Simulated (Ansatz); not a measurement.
What does this script print? It uses the Ansatz DFT code, driven from Python.

Script `freq_h4sesi2.py`:
```python
import itertools

import ansatz as az
from ase import Atoms
from ase.data import atomic_numbers, covalent_radii
import numpy as np

atoms = Atoms(["Si", "Si", "Se", "H", "H", "H", "H"], positions=[
    (-0.924, -0.2313, -0.5018),
    (0.9342, -0.0223, 0.5694),
    (0.1384, 1.8019, -0.6109),
    (-0.8247, -0.9383, -1.7723),
    (-2.1655, -0.1371, 0.3236),
    (0.8037, 0.1458, 2.0256),
    (2.0992, -0.6868, -0.0792),
])
molecule = az.Crystal.molecule_from_ase(atoms)

setup = (
    molecule.calculation()
    .basis(gaussian="def2-SVP")
    .functional("CAM-B3LYP")
)
symbols = [site.symbol for site in molecule.cartesian_sites]
start = np.array([site.position_ang for site in molecule.cartesian_sites], dtype=float)
rep = setup.relax(force_tolerance=0.003, max_steps=100).run().report
end = np.array(rep["positions_ang"])

radius = [covalent_radii[atomic_numbers[s]] for s in symbols]
span = lambda where, i, j: np.linalg.norm(where[i] - where[j])
bonded = [(i, j) for i, j in itertools.combinations(range(len(symbols)), 2) if min(span(start, i, j), span(end, i, j)) < 1.2 * (radius[i] + radius[j])]
print("pair        before    after (A)")
for i, j in bonded:
    print(f"{symbols[i]}{i}-{symbols[j]}{j}".ljust(10), f"{span(start, i, j):8.4f} {span(end, i, j):8.4f}")

minimum = az.Crystal.molecule()
for symbol, place in zip(symbols, end):
    minimum = minimum.atom(symbol, place.tolist())
vibrating = minimum.calculation()
vibrating = vibrating.basis(gaussian="def2-SVP")
vibrating = vibrating.functional("CAM-B3LYP")
vibrating = vibrating.phonons(temperatures=(100, 500, 100))
vib = vibrating.run().report["vibrations"]
sums = vib["harmonic_sums"]
modes = [m["omega_inv_cm"] for m in sums["modes_at_gamma"] if m["rigid_motion"] == "no"]
for number, w in enumerate(modes, start=1):
    print(f"mode {number:2d} {w:9.1f} 1/cm {w / 8065.544 * 1000:8.2f} meV")
print("imaginary modes:", sum(w < 0 for w in modes), " zero-point energy:", round(sums["zero_point_energy_ev"], 4), "eV")
print("T (K)   F_vib (eV)   S_vib (meV/K)   C_vib (meV/K)")
for row in zip(sums["temperatures_k"], sums["vibrational_free_energy_ev"], vib["entropy_ev_per_k"], vib["heat_capacity_ev_per_k"]):
    print(f"{row[0]:6.1f} {row[1]:11.4f} {1000 * row[2]:13.4f} {1000 * row[3]:15.4f}")
```

`python freq_h4sesi2.py` gives:
```text
pair        before    after (A)
Si0-Si1      2.1550   2.2632
Si0-Se2      2.2966   2.3002
Si0-H3       1.4574   1.4831
Si0-H4       1.4938   1.4830
Si1-Se2      2.3139   2.3001
Si1-H5       1.4717   1.4831
Si1-H6       1.4898   1.4831
mode  1     335.7 1/cm    41.62 meV
mode  2     358.9 1/cm    44.49 meV
mode  3     416.6 1/cm    51.65 meV
mode  4     534.9 1/cm    66.32 meV
mode  5     555.5 1/cm    68.87 meV
mode  6     577.2 1/cm    71.56 meV
mode  7     585.2 1/cm    72.56 meV
mode  8     588.2 1/cm    72.92 meV
mode  9     730.7 1/cm    90.59 meV
mode 10     951.2 1/cm   117.94 meV
mode 11     955.2 1/cm   118.43 meV
mode 12    2264.0 1/cm   280.70 meV
mode 13    2267.6 1/cm   281.15 meV
mode 14    2275.7 1/cm   282.15 meV
mode 15    2282.3 1/cm   282.97 meV
imaginary modes: 0  zero-point energy: 0.972 eV
T (K)   F_vib (eV)   S_vib (meV/K)   C_vib (meV/K)
 100.0      0.9718        0.0098          0.0460
 200.0      0.9665        0.1133          0.2942
 300.0      0.9472        0.2767          0.5127
 400.0      0.9110        0.4455          0.6576
 500.0      0.8585        0.6037          0.7588
```

The frequencies are harmonic and unscaled, in a modest basis. Run time: 2.4 min on 1 thread of Arm Neoverse V1 (shared host), peak memory 0.3 GiB.
